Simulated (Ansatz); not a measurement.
# CrF2S2 (CrS2F2): the cost of one run

The runs use Ansatz 0.2.0, Gaussian basis; the settings change from run to run.

### 1 The molecule

The geometry comes from an earlier relaxation with r2SCAN-D4/def2-SVP; it is a stationary point.

5 atoms, charge 0, spin multiplicity 1.

Atoms are counted from 1 here; the program's logs count them from 0.

Bond lengths: Cr1–S2 1.982 Å, Cr1–S3 1.982 Å, Cr1–F4 1.691 Å, Cr1–F5 1.691 Å. Angles: S2–Cr1–S3 108.6°, S2–Cr1–F4 109.4°, S2–Cr1–F5 109.4°, S3–Cr1–F4 109.4°, S3–Cr1–F5 109.4°, F4–Cr1–F5 110.7°.

### 2 wPBEh/pcseg-2

This run has charge -1, multiplicity 2, a grid of angular degree 11.

in.yaml reads:

```yaml
crystal:
  periodic: [false, false, false]
  atoms:
    - {symbol: Cr, position_ang: [-0.063874, 0.000254, -0.044670]}
    - {symbol: S, position_ang: [-0.039485, -0.018069, 1.937375]}
    - {symbol: S, position_ang: [1.806674, 0.010919, -0.700695]}
    - {symbol: F, position_ang: [-0.855052, 1.394663, -0.583101]}
    - {symbol: F, position_ang: [-0.848263, -1.387768, -0.608919]}
basis:
  gaussian: {orbitals: pcseg-2, final_grid: {core_spheres: 5, valence_spheres: 4, degree: 11}}
total_charge: -1
magnetization: {spin_polarized: true, initial_magnetization: 1}
hamiltonian: {xc: {name: wPBEh}}
scf: {omitted_lower_state_checks: [starts]}
output: {forces: true}
```

Launch:

```sh
$ ansatz run in.yaml --threads 4 --pin off --events-out ev --progress --plain --max-ram 3916MiB
```

**Question.** How long does this run take on 4 threads of Arm Neoverse V1, shared host, and how much memory does it need?

About 13 s, with a peak of 1.1 GiB.
